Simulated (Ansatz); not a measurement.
# F3GeH: harmonic frequencies at the relaxed geometry, by script

Wanted for F3GeH: harmonic frequencies at the relaxed geometry. SMILES: [F][GeH]([F])[F].

Program: Ansatz 0.2.0 through its Python package. Level of theory: PBE/def2-SVP. These are calculated values, not measurements.

## Step 1: The system

Bond lengths: F1–Ge2 1.778 Å, Ge2–F3 1.772 Å, Ge2–F4 1.718 Å, Ge2–H5 1.558 Å. Angles: F1–Ge2–F3 111.4°, F1–Ge2–F4 110.6°, F1–Ge2–H5 108.1°, F3–Ge2–F4 109.7°, F3–Ge2–H5 110.3°, F4–Ge2–H5 106.6°.

The script reads f3geh.xyz:

```xyz
5

F    -0.20070   -0.78780    1.56920
Ge    0.02920   -0.00700   -0.01140
F    -0.67950    1.61650   -0.03940
F    -0.65880   -0.96120   -1.26340
H     1.55970    0.06580   -0.29630
```

## Step 2: The script

f3geh.py reads:

```python
# -*- coding: utf-8 -*-
"""Vibrations of F3GeH."""

import ansatz
from ase import Atoms
from ase.thermochemistry import IdealGasThermo
import numpy as np

params = {
    "basis_set": "def2-SVP",
    "xc": "PBE",
}

system = ansatz.Crystal.molecule_from_extxyz("f3geh.xyz")

calc = (
    system.calculation()
    .basis(gaussian=params["basis_set"])
    .functional(params["xc"])
)
symbols = [site.symbol for site in system.cartesian_sites]
start = np.array([site.position_ang for site in system.cartesian_sites], dtype=float)
r = calc.relax(force_tolerance=0.003).run(threads=1).report
end = np.array(r["positions_ang"])

print("bond        before    after (A)")
for i, j in [(0, 1), (1, 2), (1, 3), (1, 4)]:
    d0, d1 = (np.linalg.norm(xyz[i] - xyz[j]) for xyz in (start, end))
    print(f"{symbols[i]}{i}-{symbols[j]}{j}".ljust(10), f"{d0:8.4f} {d1:8.4f}")

# frequencies need a stationary point, so they are taken at the relaxed geometry
minimum = ansatz.Crystal.molecule()
for symbol, xyz in zip(symbols, end):
    minimum = minimum.atom(symbol, xyz.tolist())
vibrating = (
    minimum.calculation()
    .basis(gaussian=params["basis_set"])
    .functional(params["xc"])
    .phonons(temperatures=(298.15, 498.15, 100))
)
vib = vibrating.run(threads=1).report["vibrations"]
sums = vib["harmonic_sums"]
modes = [m["omega_inv_cm"] for m in sums["modes_at_gamma"] if m["rigid_motion"] == "no"]
print("frequencies (1/cm):", " ".join(f"{w:.0f}" for w in modes))
print("imaginary modes:", sum(w < 0 for w in modes), " zero-point energy:", round(sums["zero_point_energy_ev"], 4), "eV")
# rigid rotor and ideal gas, symmetry number taken as one
gas = IdealGasThermo(vib_energies=[w / 8065.544 for w in modes if w > 0], geometry="linear" if len(modes) == 3 * len(symbols) - 5 else "nonlinear",
                     atoms=Atoms(symbols, positions=end), symmetrynumber=1, spin=0.0)
print(f"H(298 K) - E = {gas.get_enthalpy(298.15, verbose=False):.4f} eV")
print(f"S(298 K, 1 bar) = {96485.33 * gas.get_entropy(298.15, 1e5, verbose=False):.1f} J/(mol K) with symmetry number 1")
```

## Step 3: The calls as engine input

The engine receives this input (first run):

```yaml
crystal:
  periodic: [false, false, false]
  atoms:
    - { symbol: F, position_ang: [-0.2007, -0.7878, 1.5692] }
    - { symbol: Ge, position_ang: [0.0292, -0.007, -0.0114] }
    - { symbol: F, position_ang: [-0.6795, 1.6165, -0.0394] }
    - { symbol: F, position_ang: [-0.6588, -0.9612, -1.2634] }
    - { symbol: H, position_ang: [1.5597, 0.0658, -0.2963] }
basis:
  gaussian:
    orbitals: def2-SVP
hamiltonian:
  xc: pbe
relax:
  f_tol: 0.003
```

## Step 4: Launch

Run with:

```
> python f3geh.py
```

Without the output at hand: what should come out? Wanted: moves of the relaxation of run 1; energy gained in run 1; last largest force component of run 1; highest frequency; imaginary modes; zero-point energy.

As calculated:

| quantity | value |
| --- | --- |
| runs compared | 2 |
| moves of the relaxation of run 1 | 4 |
| energy gained in run 1 | 0.123 eV |
| last largest force component of run 1 | 0.0023 eV/Å |
| highest frequency | 2176 cm⁻¹ |
| imaginary modes | 0 |
| zero-point energy | 0.399 eV |

What this shows: Run 1: After 4 moves the largest shift is 0.090 Å, of atom 1 (F). All frequencies are real, so the geometry is a minimum. The values are harmonic; measured fundamentals also hold anharmonic shifts, mostly downward for stretches. The frequencies are harmonic and unscaled, in a modest basis. The result belongs to the one conformer reached from this start, and soft torsions count as harmonic oscillators. The entropy takes a symmetry number of 1; a symmetric molecule's is lower by R ln(sigma).
